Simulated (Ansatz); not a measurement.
# GeBr: what a guessed cell relaxes into

Aim: relax a trial structure of GeBr and see where it ends.

Program: Ansatz 0.2.0. Level of theory: DFT PBE, scalar-relativistic, plane waves, PAW. These are calculated values, not measurements.

**1. The system as given**

Symmetry: Fm-3m, No. 225, cubic system. The conventional cell has a = 5.938 Å, b = 5.938 Å, c = 5.938 Å, α = 90.00°, β = 90.00°, γ = 90.00°. Ge (site symmetry m-3m) has 6 Br at 2.97 Å as nearest neighbours. Br (site symmetry m-3m) is surrounded by 6 Ge at 2.97 Å.

Structure file:

```cif
data_structure
_symmetry_space_group_name_H-M 'P 1'
_symmetry_Int_Tables_number 1
_cell_length_a 4.1990
_cell_length_b 4.1990
_cell_length_c 4.1990
_cell_angle_alpha 60.000
_cell_angle_beta 60.000
_cell_angle_gamma 60.000
_cell_volume 52.35
loop_
_atom_site_label
_atom_site_type_symbol
_atom_site_fract_x
_atom_site_fract_y
_atom_site_fract_z
_atom_site_occupancy
Ge1 Ge 0.50000 0.50000 0.50000 1
Br1 Br 0.00000 0.00000 0.00000 1
```

A structure generator made this guess: species swapped into a database cell of YbAs (Fm-3m, No. 225), with Br on the Yb sites and Ge on the As sites. Lengths come from tabulated atomic sizes and are only a guess.

**2. A first look at the guess**

input.yaml

```yaml
crystal:
  lattice:
    - [0.0, 2.96912474, 2.96912474]
    - [2.96912474, 0.0, 2.96912474]
    - [2.96912474, 2.96912474, 0.0]
  atoms:
    - { symbol: Ge, position: [0.5, 0.5, 0.5] }
    - { symbol: Br, position: [0.0, 0.0, 0.0] }
basis:
  ecutwfc: 420
kpoints:
  mp_grid: { grid: [6, 6, 6] }
hamiltonian:
  xc: pbe
scf:
  occupations: { method: gaussian, width: 0.1 }
  lower_state_search: "off"
output:
  forces: true
  stress: true
  eigenvalues: true
```

Command:

```bash
$ ansatz run input.yaml --threads 1 --pin off --max-ram 2560MiB --backend cpu --events-out ev --progress --plain --runs-dir out
```

Output (excerpt; [...] marks lines left out):

```text
Warning: RAYON_NUM_THREADS=1 ignored (pool sized by the plan → 1); use --threads N
[...]
Pseudopotentials: kind: paw
Pseudopotential: Ge, paw, valence charge 14, recommended cutoff 420 eV (normal), Ge.paw.azcp
Pseudopotential: Br, paw, valence charge 7, recommended cutoff 420 eV (normal), Br.paw.azcp
Functional definition: PBE
[...]
Crystal: 2 atoms, lattice volume = 52.350 Å³
Basis set: ecut = 420 eV, 965 PW (Γ), exchange–correlation on 60×60×60 points (8 copies of the dense FFT grid, shifted against one another)
Bands: 15, of which v1, the nominal top of the filled ones, is band 11 counted from 1 (10 counted from 0)
Symmetry: 48 space group operations
Space group: Fm-3m (ITA 225), of the structure as read, at distance tolerance 3.7e-5 Å
k-points: 16 of 216
[...]
SCF iter   1: F=—  HF=-7077.633403 eV  |F-HF|=—  |Δ(HF+E_count)|=         —  Δρ=3.36e-3  dr2=1.11e-2  ethr=1.77e-3  ⟨swp⟩=6.4  Hψ=1287  notcnv=0
[...]
SCF iter   7: F=-7077.629785 eV  HF=-7077.629785 eV  |F-HF|=1.48e-8  |Δ(HF+E_count)|=   1.58e-7  Δρ=5.50e-6  dr2=2.81e-8  ethr=4.76e-10  ⟨swp⟩=7.1  Hψ=1030  notcnv=0
[...]
SCF converged after 7 iterations
Free energy (F): -7077.629785 eV
[...]
E sigma→0 (E₀):  -7077.623976 eV
Entropy (-TS):   -0.011618 eV (-5.809 meV/atom)
Fermi energy:    7.322679 eV
[...]
--- Forces (eV/Å), atoms counted from 1 ---
  atom   1  Ge     0.00000000    -0.00000000     0.00000000
  atom   2  Br    -0.00000000     0.00000000     0.00000000
[...]
--- Stress (GPa, compression-positive) ---
        2.453111       0.000000       0.000000
        0.000000       2.453111      -0.000000
        0.000000       0.000000       2.453111
  P = ⅓ Tr σ = 2.4531 GPa (24.531 kbar)
--- Band table (eV; the first three rows and the last of 16) ---
  k-point 0: bands = ["-18.3759", "-18.3759", "-18.3747", "-18.3747", "-18.3747", "-9.8467", "-0.4870", "2.9377", "2.9377", "2.9377", "9.6834", "9.6834", "9.6834", "12.6260", "12.6260"]
[...]
```

Run time: 2.1 s. Hardware: 1 thread of Intel Xeon at 2.50GHz (Skylake/Cascade Lake), shared host; peak memory 0.32 GiB.

The probe gives pressure 2.5 GPa, largest force 0.00 eV/Å, gap on this mesh none (metal). The relaxation goes to the converged mesh at once.

**3. Full relaxation**

Changes to input.yaml since step 2:

```diff
@@ -11,3 +11,3 @@
 kpoints:
-  mp_grid: { grid: [6, 6, 6] }
+  mp_grid: { grid: [16, 16, 16] }
 hamiltonian:
@@ -16,3 +16,2 @@
   occupations: { method: gaussian, width: 0.1 }
-  lower_state_search: "off"
 output:
@@ -21 +20,10 @@
   eigenvalues: true
+  write_density: true
+  write_potential: true
+  elf: true
+  volumetric_format: npy
+relax:
+  adjacent_minimum: "off"
+  f_tol: 0.01
+  max_steps: 80
+  cell: { stress_tol: 0.05 }
```

Command:

```bash
$ ansatz run input.yaml --threads 1 --pin off --max-ram 2560MiB --backend cpu --events-out ev --progress --plain --runs-dir out
```

Output:

```text
Warning: RAYON_NUM_THREADS=1 ignored (pool sized by the plan → 1); use --threads N
Engine: ansatz 0.2.0, x86_64-unknown-linux-gnu
Pseudopotentials: kind: paw
Pseudopotential: Ge, paw, valence charge 14, recommended cutoff 420 eV (normal), Ge.paw.azcp
Pseudopotential: Br, paw, valence charge 7, recommended cutoff 420 eV (normal), Br.paw.azcp
Functional definition: PBE
  parameter kappa = 0.804
  parameter beta = 0.06672455060314922
  exchange = pbe_x(kappa = kappa, mu = beta*pi^2/3)
  correlation = pbe_c(beta = beta)
Crystal: 2 atoms, lattice volume = 52.350 Å³
Basis set: ecut = 420 eV, 965 PW (Γ), exchange–correlation on 60×60×60 points (8 copies of the dense FFT grid, shifted against one another)
Bands: 15, of which v1, the nominal top of the filled ones, is band 11 counted from 1 (10 counted from 0)
Symmetry: 48 space group operations
Space group: Fm-3m (ITA 225), of the structure as read, at distance tolerance 3.7e-5 Å
k-points: 145 of 4096
Non-local potential: Ge, projectors of the file, l = 0: 2, l = 1: 2, l = 2: 3, l = 3: 1
Non-local potential: Br, projectors of the file, l = 0: 2, l = 1: 2, l = 2: 2
PAW form: soft (Blöchl's): semilocal exchange-correlation on the pseudo side does not see the compensation charge
PAW one-centre angular grid: Ge, 590 points (default); XC on 64 Gauss nodes
PAW one-centre angular grid: Br, 110 points (default); XC on 64 Gauss nodes
Initial density: superposition of atomic densities (neutral atoms: chi_scale 0, normalization atom), corrected by the library's trained network
Initial wavefunctions: pseudopotential atomic-orbital guess
Functional: x = pbe(κ = 0.804, μ = 0.2195149727645171), c = pbe(β = 0.06672455060314922)
SCF iter   1: F=—  HF=-7077.664702 eV  |F-HF|=—  |Δ(HF+E_count)|=         —  Δρ=2.59e-3  dr2=6.45e-3  ethr=1.77e-3  ⟨swp⟩=6.3  Hψ=11799  notcnv=0
preconditioner: auto → Kerker (q_TF=auto, 2.343 Å⁻¹)  [metal: Δε(μ)=0.035 eV  Ē_g=8.942 eV  σ=0.100 eV  W_gap=0.20  n_scr=14 (ndim 8)  ℏωp=15.4 eV  f_vac=0.002  D(μ)=1.49/eV (n_scr^D=14)]
SCF iter   2: F=—  HF=-7077.662562 eV  |F-HF|=—  |Δ(HF+E_count)|=   2.14e-3  Δρ=1.21e-3  dr2=1.48e-3  ethr=3.07e-5  ⟨swp⟩=2.0  Hψ=3693  notcnv=0
SCF iter   3: F=—  HF=-7077.662379 eV  |F-HF|=—  |Δ(HF+E_count)|=   1.83e-4  Δρ=3.10e-4  dr2=5.71e-5  ethr=7.02e-6  ⟨swp⟩=2.2  Hψ=2754  notcnv=0
SCF iter   4: F=—  HF=-7077.662393 eV  |F-HF|=—  |Δ(HF+E_count)|=   1.36e-5  Δρ=1.74e-4  dr2=1.21e-5  ethr=2.72e-7  ⟨swp⟩=2.0  Hψ=3444  notcnv=0
SCF iter   5: F=—  HF=-7077.662386 eV  |F-HF|=—  |Δ(HF+E_count)|=   7.04e-6  Δρ=4.92e-5  dr2=1.11e-6  ethr=5.74e-8  ⟨swp⟩=2.0  Hψ=3642  notcnv=0
SCF iter   6: F=-7077.662386 eV  HF=-7077.662386 eV  |F-HF|=3.10e-8  |Δ(HF+E_count)|=   4.84e-7  Δρ=8.20e-6  dr2=3.02e-8  ethr=4.76e-10  ⟨swp⟩=8.8  Hψ=15623  notcnv=0
SCF 1 converged in 6 iterations: F = -7077.662386 eV  dr2 = 3.02e-8
relax step   1: F+E_penalty+E_count = -7077.66238645 eV  Δ(F+E_penalty+E_count) = +0.000e0 eV  max|allowed force component| = 3.323e-29 eV/Å  Δτ_max = 0.0000 Å  P = +2.104 GPa  Ω = 52.350 Å³  (6 SCF iters, dr2 threshold 1.00e-7 eV, accepted)
Crystal: 2 atoms, lattice volume = 55.435 Å³
Basis set: ecut = 420 eV, 1067 PW (Γ), exchange–correlation on 60×60×60 points (8 copies of the dense FFT grid, shifted against one another)
Initial density: handed on by an earlier stage of this run
Initial wavefunctions: those handed on with the density
iter 1 solved again at ethr=6.38e-5 eV; its pass at ethr=3.10e-3 eV (dr2=1.34e-2 eV) is discarded
SCF iter   1: F=—  HF=-7077.685248 eV  |F-HF|=—  |Δ(HF+E_count)|=         —  Δρ=3.06e-3  dr2=1.36e-2  ethr=6.38e-5  ⟨swp⟩=1.6  Hψ=14166  notcnv=0
preconditioner: auto → Kerker (q_TF=auto, 2.321 Å⁻¹)  [metal: Δε(μ)=0.012 eV  Ē_g=8.717 eV  σ=0.100 eV  W_gap=0.07  n_scr=14 (ndim 8)  ℏωp=15.0 eV  f_vac=0.003  D(μ)=1.48/eV (n_scr^D=14)]
SCF iter   2: F=—  HF=-7077.682098 eV  |F-HF|=—  |Δ(HF+E_count)|=   3.15e-3  Δρ=1.66e-3  dr2=3.92e-3  ethr=6.38e-5  ⟨swp⟩=1.1  Hψ=2184  notcnv=0
SCF iter   3: F=—  HF=-7077.680885 eV  |F-HF|=—  |Δ(HF+E_count)|=   1.21e-3  Δρ=5.74e-4  dr2=2.42e-4  ethr=1.87e-5  ⟨swp⟩=2.6  Hψ=3471  notcnv=0
SCF iter   4: F=—  HF=-7077.680793 eV  |F-HF|=—  |Δ(HF+E_count)|=   9.22e-5  Δρ=2.37e-4  dr2=4.46e-5  ethr=1.15e-6  ⟨swp⟩=2.0  Hψ=3534  notcnv=0
SCF iter   5: F=—  HF=-7077.680792 eV  |F-HF|=—  |Δ(HF+E_count)|=   9.66e-7  Δρ=6.39e-5  dr2=3.70e-6  ethr=2.12e-7  ⟨swp⟩=2.1  Hψ=3643  notcnv=0
SCF iter   6: F=—  HF=-7077.680795 eV  |F-HF|=—  |Δ(HF+E_count)|=   2.73e-6  Δρ=1.77e-5  dr2=3.08e-7  ethr=1.76e-8  ⟨swp⟩=2.0  Hψ=2859  notcnv=0
SCF iter   7: F=-7077.680795 eV  HF=-7077.680795 eV  |F-HF|=1.55e-8  |Δ(HF+E_count)|=   3.88e-7  Δρ=4.55e-6  dr2=1.30e-8  ethr=9.52e-10  ⟨swp⟩=11.0  Hψ=16022  notcnv=0
SCF 2 converged in 7 iterations: F = -7077.680795 eV  dr2 = 1.30e-8
relax step   2: F+E_penalty+E_count = -7077.68079501 eV  Δ(F+E_penalty+E_count) = -1.841e-2 eV  max|allowed force component| = 1.699e-29 eV/Å  Δτ_max = 0.0000 Å  P = -0.054 GPa  Ω = 55.435 Å³  energy of the carried Pulay correction = -3.332e-4 eV  (7 SCF iters, dr2 threshold 2.00e-7 eV, accepted)
Crystal: 2 atoms, lattice volume = 55.354 Å³
iter 1 solved again at ethr=3.80e-8 eV; its pass at ethr=3.10e-3 eV (dr2=7.99e-6 eV) is discarded
SCF iter   1: F=—  HF=-7077.680818 eV  |F-HF|=—  |Δ(HF+E_count)|=         —  Δρ=7.38e-5  dr2=7.97e-6  ethr=3.80e-8  ⟨swp⟩=2.8  Hψ=14051  notcnv=0
preconditioner: auto → Kerker (q_TF=auto, 2.321 Å⁻¹)  [metal: Δε(μ)=0.016 eV  Ē_g=8.697 eV  σ=0.100 eV  W_gap=0.09  n_scr=14 (ndim 8)  ℏωp=15.0 eV  f_vac=0.003  D(μ)=1.49/eV (n_scr^D=14)]
SCF iter   2: F=—  HF=-7077.680819 eV  |F-HF|=—  |Δ(HF+E_count)|=   1.83e-7  Δρ=3.98e-5  dr2=2.22e-6  ethr=3.80e-8  ⟨swp⟩=1.0  Hψ=2185  notcnv=0
SCF iter   3: F=—  HF=-7077.680818 eV  |F-HF|=—  |Δ(HF+E_count)|=   2.28e-7  Δρ=1.51e-5  dr2=1.63e-7  ethr=1.06e-8  ⟨swp⟩=2.8  Hψ=3653  notcnv=0
SCF iter   4: F=—  HF=-7077.680818 eV  |F-HF|=—  |Δ(HF+E_count)|=   7.53e-8  Δρ=6.09e-6  dr2=2.79e-8  ethr=7.76e-10  ⟨swp⟩=2.0  Hψ=3541  notcnv=0
SCF iter   5: F=-7077.680818 eV  HF=-7077.680818 eV  |F-HF|=8.33e-10  |Δ(HF+E_count)|=   2.53e-9  Δρ=1.30e-6  dr2=1.30e-9  ethr=3.41e-11  ⟨swp⟩=8.0  Hψ=11917  notcnv=0
SCF 3 converged in 5 iterations: F = -7077.680818 eV  dr2 = 1.30e-9
relax step   3: F+E_penalty+E_count = -7077.68081825 eV  Δ(F+E_penalty+E_count) = -2.324e-5 eV  max|allowed force component| = 1.837e-29 eV/Å  Δτ_max = 0.0000 Å  P = -0.005 GPa  Ω = 55.354 Å³  energy of the carried Pulay correction = -3.247e-4 eV  (5 SCF iters, dr2 threshold 7.16e-9 eV, accepted)
Initial wavefunctions: pseudopotential atomic-orbital guess (no wavefunctions were taken with the density)
iter 1 solved again at ethr=8.81e-7 eV; its pass at ethr=3.10e-3 eV (dr2=1.85e-4 eV) is discarded
SCF iter   1: F=—  HF=-7077.668415 eV  |F-HF|=—  |Δ(HF+E_count)|=         —  Δρ=1.10e-3  dr2=2.20e-5  ethr=8.81e-7  ⟨swp⟩=3.0  Hψ=17435  notcnv=0
preconditioner: auto → Kerker (q_TF=auto, 2.321 Å⁻¹)  [metal: Δε(μ)=0.018 eV  Ē_g=8.703 eV  σ=0.100 eV  W_gap=0.10  n_scr=14 (ndim 8)  ℏωp=15.0 eV  f_vac=0.003  D(μ)=1.50/eV (n_scr^D=14)]
SCF iter   2: F=—  HF=-7077.677918 eV  |F-HF|=—  |Δ(HF+E_count)|=   9.50e-3  Δρ=5.55e-4  dr2=3.82e-6  ethr=1.05e-7  ⟨swp⟩=2.1  Hψ=2981  notcnv=0
SCF iter   3: F=—  HF=-7077.681008 eV  |F-HF|=—  |Δ(HF+E_count)|=   3.09e-3  Δρ=1.07e-4  dr2=3.84e-7  ethr=1.82e-8  ⟨swp⟩=2.1  Hψ=2955  notcnv=0
SCF iter   4: F=—  HF=-7077.681120 eV  |F-HF|=—  |Δ(HF+E_count)|=   1.11e-4  Δρ=1.36e-5  dr2=8.42e-8  ethr=1.83e-9  ⟨swp⟩=2.1  Hψ=2827  notcnv=0
SCF iter   5: F=—  HF=-7077.681121 eV  |F-HF|=—  |Δ(HF+E_count)|=   1.08e-6  Δρ=5.02e-6  dr2=2.36e-8  ethr=4.01e-10  ⟨swp⟩=2.0  Hψ=3528  notcnv=0
SCF iter   6: F=—  HF=-7077.681121 eV  |F-HF|=—  |Δ(HF+E_count)|=   9.72e-9  Δρ=2.61e-6  dr2=7.02e-9  ethr=1.13e-10  ⟨swp⟩=2.0  Hψ=3501  notcnv=0
SCF iter   7: F=—  HF=-7077.681121 eV  |F-HF|=—  |Δ(HF+E_count)|=   5.57e-9  Δρ=5.04e-7  dr2=2.43e-10  ethr=3.34e-11  ⟨swp⟩=2.0  Hψ=2984  notcnv=0
SCF iter   8: F=—  HF=-7077.681121 eV  |F-HF|=—  |Δ(HF+E_count)|=  2.00e-10  Δρ=2.00e-7  dr2=4.18e-11  ethr=1.16e-12  ⟨swp⟩=2.1  Hψ=2826  notcnv=0
SCF iter   9: F=-7077.681121 eV  HF=-7077.681121 eV  |F-HF|=9.09e-13  |Δ(HF+E_count)|=  2.00e-11  Δρ=4.36e-8  dr2=2.06e-12  ethr=1.00e-12  ⟨swp⟩=6.0  Hψ=8719  notcnv=0
the search or the solves at the SCF's close seem to have found levels that the self-consistency loop had missed (the run counts 1). By its estimate they hold under 1e-12 electrons; where the run keeps them, the occupations were computed again with them
SCF 4 converged in 9 iterations: F = -7077.681121 eV  dr2 = 2.06e-12
relax step   4: F+E_penalty+E_count = -7077.68112077 eV  Δ(F+E_penalty+E_count) = -3.025e-4 eV  max|allowed force component| = 1.461e-29 eV/Å  Δτ_max = 0.0000 Å  P = -0.005 GPa  Ω = 55.354 Å³  stress off target by 5.29e-3 GPa  SCF on the basis re-selected at this cell (its energy is not comparable with the rows above)  (9 SCF iters)
basis re-selected at this cell: Δ(F+E_penalty+E_count) = -3.025e-4 eV, ΔP = -0.001 GPa vs the last step (what re-selecting the basis moved, of the pressure what is left beyond the Pulay correction that the steps carried, after the strain that the cell walked since its last selection, with what the two solves' SCF thresholds leave and, on support functions, any second-order correction that the steps lacked; it is no measure of the basis error at this ecutwfc). This SCF's stress stands 5.29e-3 GPa from its target on what of the cell is left free (relax.cell.stress_tol is 5.00e-2 GPa) and its largest allowed force component is 1.46e-29 eV/Å (relax.f_tol is 1.00e-2 eV/Å): within both
SCF converged after 9 iterations
Free energy (F): -7077.681121 eV
Harris-Foulkes:  -7077.681121 eV  (|F-HF|=9.09e-13)
Internal energy: -7077.673659 eV  (E = F + TS)
E sigma→0 (E₀):  -7077.677390 eV
Entropy (-TS):   -0.007462 eV (-3.731 meV/atom)
Fermi energy:    6.718921 eV
--- Per-component energies (eV) ---
  E_band       = -195.750034
  E_kinetic    = 239.154268
  E_local      = -2781.713896  (includes V_loc(G=0)·N_el)
  E_nonlocal   = 483.115990
  E_hartree    = 1170.477779
  E_xc         = -337.296297
  E_vxc        = -164.350207  (∫ρ·V_xc dr)
  E_paw        = -4260.382475  (= ΣΔE_a)
  E_vpaw       = -312.911917  (= ΣTr[D̂ρ^β])
  E_aug_tail   = 0.000213  (compensation charges beyond the density's cutoff)
  E_ewald      = -1591.029240
  E_smearing   = -0.007462  (= −TS)
  E_closure    = 0.000000  (closes the sum)
  Σ components = -7077.681121   (vs F -7077.681121, Δ=0.00e0)
--- Forces (eV/Å), atoms counted from 1 ---
  atom   1  Ge     0.00000000     0.00000000    -0.00000000
  atom   2  Br    -0.00000000    -0.00000000     0.00000000
  max |Σ_I F_I| component: 2.76e-29 eV/Å
--- Stress (GPa, compression-positive) ---
       -0.005290      -0.000000      -0.000000
       -0.000000      -0.005290       0.000000
       -0.000000       0.000000      -0.005290
  P = ⅓ Tr σ = -0.0053 GPa (-0.053 kbar)
--- Band table (eV; the first three rows and the last of 145) ---
  k-point 0: bands = ["-19.0748", "-19.0748", "-19.0746", "-19.0746", "-19.0746", "-10.2299", "-1.2214", "2.4268", "2.4268", "2.4268", "8.8553", "8.8553", "8.8553", "12.0540", "12.0540"]
  k-point 1: bands = ["-19.0749", "-19.0749", "-19.0745", "-19.0745", "-19.0745", "-10.2161", "-1.2934", "2.4277", "2.4277", "2.4904", "8.6565", "8.7298", "8.7298", "12.0303", "12.1389"]
  k-point 2: bands = ["-19.0750", "-19.0750", "-19.0745", "-19.0743", "-19.0743", "-10.1761", "-1.4883", "2.4307", "2.4307", "2.6626", "8.1710", "8.4118", "8.4118", "11.9910", "12.3838"]
  k-point 144: bands = ["-19.0775", "-19.0746", "-19.0737", "-19.0737", "-19.0719", "-9.7173", "-1.9367", "0.7256", "0.7256", "3.1760", "6.7414", "9.1638", "9.1638", "12.6818", "12.6818"]
--- Relaxed structure (3 steps of the walk, 3 accepted, 1 SCFs on fresh bases) ---
  F+E_penalty+E_count = -7077.68112077 eV   max|allowed force component| = 1.461e-29 eV/Å   (the final SCF, on the basis selected at the relaxed cell)
  cell:  # Å, volume = 55.3538 Å³
    - [2.037001102309881e-34, 3.024862940414907, 3.024862940414907]
    - [3.024862940414907, 2.2929174148030154e-34, 3.024862940414907]
    - [3.024862940414907, 3.024862940414907, -1.7845279223618113e-34]
  atoms:
    - { symbol: Ge, position: [0.5, 0.5, 0.5] }
    - { symbol: Br, position: [-1.4864951264617395e-35, 6.081116426413383e-36, 1.689199007338908e-35] }
```

Wall time 45 s (1 thread of Intel Xeon at 2.50GHz (Skylake/Cascade Lake), shared host); peak memory 0.44 GiB.

The steps of the relaxation:

| step | energy from step 1 (eV/cell) | largest force component (eV/Å) | pressure (GPa) | volume (Å³) |
| --- | --- | --- | --- | --- |
| 1 | 0.0000 | 0.0000 | 2.10 | 52.35 |
| 2 | -0.0184 | 0.0000 | -0.05 | 55.43 |
| 3 | -0.0184 | 0.0000 | 0.00 | 55.35 |
| 4 | -0.0187 | 0.0000 | -0.01 | 55.35 |

Step 1 is the start. Step 4 repeats the geometry before it on a plane-wave basis chosen anew for that cell, so its energy need not be comparable with the rows above.

Lengths and angles in the start's conventional setting:

|  | before | after | change |
| --- | --- | --- | --- |
| a (Å) | 5.938 | 6.050 | +1.9 % |
| b (Å) | 5.938 | 6.050 | +1.9 % |
| c (Å) | 5.938 | 6.050 | +1.9 % |
| volume (Å³/atom) | 26.17 | 27.68 | +5.7 % |
| shortest distance (Å) | 2.969 | 3.025 | +1.9 % |
| space group (0.01 Å) | Fm-3m | Fm-3m | same |

Forces and stress were held to the start's 48 operations: a distortion of lower symmetry was not tested.

The maps below are laid out on this run's own conventional cell (a, b, c = 6.050, 6.050, 6.050 Å).

Density in a lattice plane of the grid's cell (edges 6.05 and 6.05 Å, at 0.000 of the third edge), which holds Ge and Br.

Values in e/Å³, 12 rows by 12 columns:
```
 1.02  1.06  0.40  0.14  0.25  1.27  5.82  1.29  0.25  0.14  0.40  1.06
 0.60  0.40  0.15  0.07  0.11  0.25  0.37  0.25  0.11  0.07  0.15  0.40
 0.18  0.14  0.07  0.06  0.07  0.14  0.18  0.14  0.07  0.04  0.07  0.14
 0.37  0.25  0.11  0.07  0.15  0.40  0.60  0.40  0.15  0.07  0.11  0.25
 5.82  1.27  0.25  0.14  0.40  1.06  1.02  1.06  0.40  0.14  0.25  1.29
56.25  5.82  0.37  0.18  0.60  1.02  0.09  1.02  0.60  0.18  0.37  5.82
 5.82  1.29  0.25  0.14  0.40  1.06  1.02  1.06  0.40  0.14  0.25  1.27
 0.37  0.25  0.11  0.07  0.15  0.40  0.60  0.40  0.15  0.07  0.11  0.25
 0.18  0.14  0.07  0.04  0.07  0.14  0.18  0.14  0.07  0.06  0.07  0.14
 0.60  0.40  0.15  0.07  0.11  0.25  0.37  0.25  0.11  0.07  0.15  0.40
 1.02  1.06  0.40  0.14  0.25  1.29  5.82  1.27  0.25  0.14  0.40  1.06
 0.09  1.02  0.60  0.18  0.37  5.82 56.25  5.82  0.37  0.18  0.60  1.02
```
Columns run along the first of these edges and rows up along the second, over one cell in 12 and 12 even steps from the bottom left corner. Atoms in the plane (fractional): Ge at (0.00, 0.50), Ge at (0.50, 1.00), Br at (0.00, 0.00), Br at (0.50, 0.50).

ELF in the same plane.

Values, 12 rows by 12 columns:
```
0.43 0.80 0.74 0.22 0.43 0.38 0.17 0.38 0.42 0.22 0.74 0.80
0.82 0.74 0.43 0.11 0.30 0.43 0.43 0.42 0.29 0.11 0.43 0.74
0.28 0.22 0.11 0.05 0.11 0.22 0.28 0.22 0.11 0.05 0.11 0.22
0.43 0.43 0.30 0.11 0.43 0.74 0.82 0.74 0.43 0.11 0.29 0.42
0.17 0.38 0.43 0.22 0.74 0.80 0.43 0.80 0.74 0.22 0.42 0.38
0.38 0.17 0.43 0.28 0.82 0.43 0.02 0.43 0.82 0.28 0.43 0.17
0.17 0.38 0.42 0.22 0.74 0.80 0.43 0.80 0.74 0.22 0.43 0.38
0.43 0.42 0.29 0.11 0.43 0.74 0.82 0.74 0.43 0.11 0.30 0.43
0.28 0.22 0.11 0.05 0.11 0.22 0.28 0.22 0.11 0.05 0.11 0.22
0.82 0.74 0.43 0.11 0.29 0.42 0.43 0.43 0.30 0.11 0.43 0.74
0.43 0.80 0.74 0.22 0.42 0.38 0.17 0.38 0.43 0.22 0.74 0.80
0.02 0.43 0.82 0.28 0.43 0.17 0.38 0.17 0.43 0.28 0.82 0.43
```
Columns run along the first of these edges and rows up along the second, over one cell in 12 and 12 even steps from the bottom left corner. Atoms in the plane (fractional): Ge at (0.00, 0.50), Ge at (0.50, 1.00), Br at (0.00, 0.00), Br at (0.50, 0.50).

Both are smooth fields of the valence electrons: close to the nuclei they are not physical.

Maxima of ELF outside the ion cores: 0.88 in the shell around Br, 0.8 Å from Br; 0.47 beside Ge, off the lines to its neighbours, 1.2 Å from Ge.

**4. What came out**

```
                              quantity                                                                      value
symmetry at the end (tolerance 0.05 Å)                                                space group Fm-3m (No. 225)
                     conventional cell  a = 6.050 Å, b = 6.050 Å, c = 6.050 Å, α = 90.00°, β = 90.00°, γ = 90.00°
                                volume                                                              27.68 Å³/atom
              energy over the elements                                                              +0.24 eV/atom
                       gap on the mesh                                                               none (metal)
```

The space group Fm-3m (No. 225) is kept, and the volume per atom grows by 5.7 % from the first guess. With a positive formation energy it can't be a ground state. No finished test with a distortion of lower symmetry is shown, so the end may be a saddle point. Spin polarisation is off in the runs that give these values; a magnetic solution could lie lower.
